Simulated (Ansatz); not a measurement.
**ZnBrF: vertical ionisation energy**

Aim: the vertical ionisation energy of ZnBrF, as cation minus neutral at the neutral's geometry, on several levels, and how well −ε(HOMO) stands in for it.

Method: unrestricted cation, the program's frozen cores in correlated methods; program: Ansatz 0.2.0, Gaussian basis.

Plan: UKS PBE-D4/def2-TZVPP; UKS r2SCAN-D4/def2-TZVPP; UKS PBE0-D4/def2-TZVPP; UKS B3LYP-D4/def2-TZVPP; UKS wB97X-V/def2-TZVPP; UKS wB97M-V/def2-TZVPP; UKS B2PLYP (frozen core with 3s3p of Cu, Zn)/def2-TZVPP; UHF-CCSD(T) with 3s3p of Cu, Zn/def2-TZVPP; UHF-MP2 with 3s3p of Cu, Zn/def2-QZVPP; extrapolation to the limit; then −ε(HOMO) from the neutral's earlier runs with LDA (SPW92), PBE-D4, revPBE-D4, BLYP-D4, r2SCAN-D4, B97M-V, PBE0-D4, B3LYP-D4, r2SCANh-D4, r2SCAN0-D4, HSE06-D4, BHLYP-D4, CAM-B3LYP-D4, LC-ωPBE, ωB97X-V, ωB97M-V.

### 1 The geometry

An earlier PBE0-D4 in a triple-zeta def2 set relaxation fixed the geometry.

SMILES `[F][Zn][Br]`, 3 atoms, charge 0, spin multiplicity 1.

Atoms are counted from 1 here; the program's logs count them from 0.

Bond lengths: F1–Zn2 1.742 Å, Zn2–Br3 2.210 Å. Angles: F1–Zn2–Br3 180.0°.

### 2 Cation, UKS PBE-D4/def2-TZVPP

File in.yaml:

```yaml
crystal:
  periodic: [false, false, false]
  atoms:
    - {symbol: F, position_ang: [-1.537561, 0.802315, -0.760513]}
    - {symbol: Zn, position_ang: [-0.129629, 0.046071, -0.066538]}
    - {symbol: Br, position_ang: [1.656289, -0.913186, 0.813752]}
basis:
  gaussian: {orbitals: def2-TZVPP}
total_charge: 1
magnetization: {spin_polarized: true, initial_magnetization: 1}
hamiltonian: {xc: pbe, dispersion: d4}
```

The run is started by

```
$ ansatz run in.yaml --threads 4 --pin off --events-out ev --progress --plain --max-ram 10444MiB
```

Further steps of the session: Cation, UKS r2SCAN-D4/def2-TZVPP; Cation, UKS PBE0-D4/def2-TZVPP; Cation, UKS B3LYP-D4/def2-TZVPP; Cation, UKS wB97X-V/def2-TZVPP; Cation, UKS wB97M-V/def2-TZVPP; Cation, UKS B2PLYP (frozen core with 3s3p of Cu, Zn)/def2-TZVPP; Cation, UHF-CCSD(T) with 3s3p of Cu, Zn/def2-TZVPP; Cation, UHF-MP2 with 3s3p of Cu, Zn/def2-QZVPP.

**Question.** What will the summary of the whole plan be? Wanted: ionisation energy, CCSD(T)/CBS; nearest functional by difference; nearest −ε(HOMO); −ε(HOMO) of PBE; T1 of the cation.

As calculated:

| quantity | value |
| --- | --- |
| ionisation energy, CCSD(T)/CBS | 11.60 eV |
| nearest functional by difference | ωB97X-V (-0.13 eV) |
| nearest −ε(HOMO) | LC-ωPBE (+0.00 eV) |
| −ε(HOMO) of PBE | 7.59 eV |
| T1 of the cation | 0.016 |

In words: Energy differences with functionals land within 0.51 eV of the reference. −ε(HOMO) of PBE misses by 4.0 eV, since self-interaction lifts the level. Among orbital estimates LC-ωPBE comes nearest. Hartree-Fock falls 1.17 eV short, as the neutral has more correlation energy than the cation. The cation may have settled in a state other than its lowest; no search over hole states beyond the program's own was made. For Zn the d shell is correlated and the shells below it are frozen. Correlated methods include outer-core shells of Br, which these sets cover unevenly. With outer-core shells in play the reference is unsure by up to some tenths of an eV, so close misses can't be ranked.
